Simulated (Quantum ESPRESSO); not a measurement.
Input of a Quantum ESPRESSO 7.5 run:

pw.in

```
&CONTROL
  calculation = 'scf'
  prefix = 'pwscf'
  outdir = './tmp'
  pseudo_dir = './pseudo'
  tprnfor = .true.
  tstress = .true.
  disk_io = 'nowf'
/
&SYSTEM
  ibrav = 0
  nat = 3
  ntyp = 2
  ecutwfc = 56
  ecutrho = 448
  nbnd = 19
  occupations = 'smearing'
  smearing = 'mp'
  degauss = 0.00734986
/
&ELECTRONS
  conv_thr = 6d-10
  electron_maxstep = 120
  mixing_beta = 0.5
/
ATOMIC_SPECIES
Co    58.9332 co_pbe_v1.2.uspp.F.UPF
Si    28.0850 si_pbe_v1.uspp.F.UPF
CELL_PARAMETERS angstrom
   0.0000000000    2.7253234300    2.6985520800
   2.7253234300    0.0000000000    2.6985520800
   2.7253234300    2.7253234300    0.0000000000
ATOMIC_POSITIONS crystal
Co     0.0000000000    0.0000000000    0.0000000000
Si     0.2500000000    0.2500000000    0.2500000000
Si     0.7500000000    0.7500000000    0.7500000000
K_POINTS automatic
16 16 16 0 0 0
```

Potentials or basis: GBRV 1.5 PBE.

Launch:

```bash
$ OMP_NUM_THREADS=1 pw.x -in pw.in > pw.out
```

Problem. Estimate the pressure.

Solution. -6.7 GPa.

Problem. Predict the band gap on the k mesh.

Solution. None (metal or under the smearing width).

Stress tensor (GPa, compression positive):
```
-6.97  0.00  0.00
 0.00 -6.97  0.00
 0.00  0.00 -6.22
```

Spin polarisation is off, so any magnetic state and its effect on volume and gap are missing.
